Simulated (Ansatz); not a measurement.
# C9H15In: small, medium and large basis sets

The task here is to estimate one member of a computed series from the others.

Method: one geometry, several basis sets; program: Ansatz 0.2.0, Gaussian basis.

Levels to be run: PBE0-D4/def2-SVP; ωB97M-V/def2-SVP; PBE0-D4/def2-QZVPP; ωB97M-V/def2-QZVPP; the functionals' def2-TZVPP values are taken from earlier runs.

1 further run of the same task is left out (for a known fault of the program).

**The relaxed structure**

The geometry comes from an earlier relaxation with PBE0-D4 in a triple-zeta def2 set; it is a stationary point, not always the lowest conformer. In takes the def2 core potential; no spin-orbit term is included.

SMILES `C=C[CH2][In]([CH2]C=C)[CH2]C=C`, 25 atoms, charge 0, spin multiplicity 1.

Atoms are counted from 1 here; the program's logs count them from 0.

Bond lengths: C1–C2 1.332 Å, C1–H11 1.086 Å, C1–H12 1.083 Å, C2–C3 1.476 Å, C2–H13 1.090 Å, C3–In4 2.190 Å, C3–H14 1.092 Å, C3–H15 1.093 Å, In4–C5 2.205 Å, In4–C8 2.186 Å, C5–C6 1.469 Å, C5–H16 1.089 Å, C5–H17 1.086 Å, C6–C7 1.346 Å, C6–H18 1.089 Å, C7–H19 1.087 Å, C7–H20 1.082 Å, C8–C9 1.474 Å and more. Angles: C2–C1–H11 121.6°, C2–C1–H12 121.4°, H11–C1–H12 117.1°, C1–C2–C3 126.4°, C1–C2–H13 118.0°, C3–C2–H13 115.6°, C2–C3–In4 109.8°, C2–C3–H14 112.5°, C2–C3–H15 112.1°, In4–C3–H14 106.5°, In4–C3–H15 107.0°, H14–C3–H15 108.8°, C3–In4–C5 116.9°, C3–In4–C8 123.5°, C5–In4–C8 118.4°, In4–C5–C6 87.9°, In4–C5–H16 109.1°, In4–C5–H17 116.3° and more.

Set-up of the first run:

Contents of in.yaml:

```yaml
crystal:
  periodic: [false, false, false]
  atoms:
    - {symbol: C, position_ang: [-0.919234, -3.343032, -1.416321]}
    - {symbol: C, position_ang: [-0.556411, -2.134434, -1.841527]}
    - {symbol: C, position_ang: [0.800120, -1.555766, -1.780871]}
    - {symbol: In, position_ang: [0.947491, -0.191832, -0.074420]}
    - {symbol: C, position_ang: [1.560714, 1.882179, -0.503548]}
    - {symbol: C, position_ang: [0.136871, 2.244424, -0.516522]}
    - {symbol: C, position_ang: [-0.746669, 1.956285, -1.489977]}
    - {symbol: C, position_ang: [0.143510, -0.648782, 1.906538]}
    - {symbol: C, position_ang: [0.176279, 0.544521, 2.771019]}
    - {symbol: C, position_ang: [-0.847722, 1.353099, 3.039197]}
    - {symbol: H, position_ang: [-0.198274, -4.038075, -0.995989]}
    - {symbol: H, position_ang: [-1.947792, -3.676758, -1.476585]}
    - {symbol: H, position_ang: [-1.328546, -1.483072, -2.249988]}
    - {symbol: H, position_ang: [1.042866, -0.968231, -2.668146]}
    - {symbol: H, position_ang: [1.567353, -2.321751, -1.644279]}
    - {symbol: H, position_ang: [2.050473, 1.914358, -1.475293]}
    - {symbol: H, position_ang: [2.144703, 2.380530, 0.263938]}
    - {symbol: H, position_ang: [-0.253113, 2.667141, 0.408541]}
    - {symbol: H, position_ang: [-0.432162, 1.532380, -2.439691]}
    - {symbol: H, position_ang: [-1.796784, 2.194611, -1.379932]}
    - {symbol: H, position_ang: [0.748564, -1.466062, 2.305992]}
    - {symbol: H, position_ang: [-0.869924, -1.021498, 1.742270]}
    - {symbol: H, position_ang: [1.145629, 0.792167, 3.202875]}
    - {symbol: H, position_ang: [-0.727621, 2.224543, 3.671301]}
    - {symbol: H, position_ang: [-1.840310, 1.163067, 2.641418]}
basis:
  gaussian: {orbitals: def2-SVP}
hamiltonian: {xc: pbe0, dispersion: d4}
output: {orbitals: {seedname: orbitals}}
```

The run is started by

```sh
ansatz run in.yaml --threads 4 --pin off --events-out ev --progress --plain --max-ram 46080MiB --backend cpu
```

Among the steps run: PBE0-D4 in def2-SVP; ωB97M-V in def2-SVP; PBE0-D4 in def2-QZVPP; ωB97M-V in def2-QZVPP.

One table of the session follows, with a row left open; its other results are not shown here.

It belongs to the step «Functionals by basis». 

```
functional       basis  HOMO (eV)
   PBE0-D4    def2-SVP      -5.99
   PBE0-D4  def2-TZVPP      -6.03
   PBE0-D4  def2-QZVPP      -6.05
   ωB97M-V    def2-SVP      -8.04
   ωB97M-V  def2-TZVPP          ?
   ωB97M-V  def2-QZVPP      -8.09
```

Estimate the missing values for ωB97M-V, def2-TZVPP.

The run gave: HOMO (eV): -8.08. In the column «HOMO (eV)» it lies between ωB97M-V, def2-QZVPP (-8.09) and ωB97M-V, def2-SVP (-8.04).
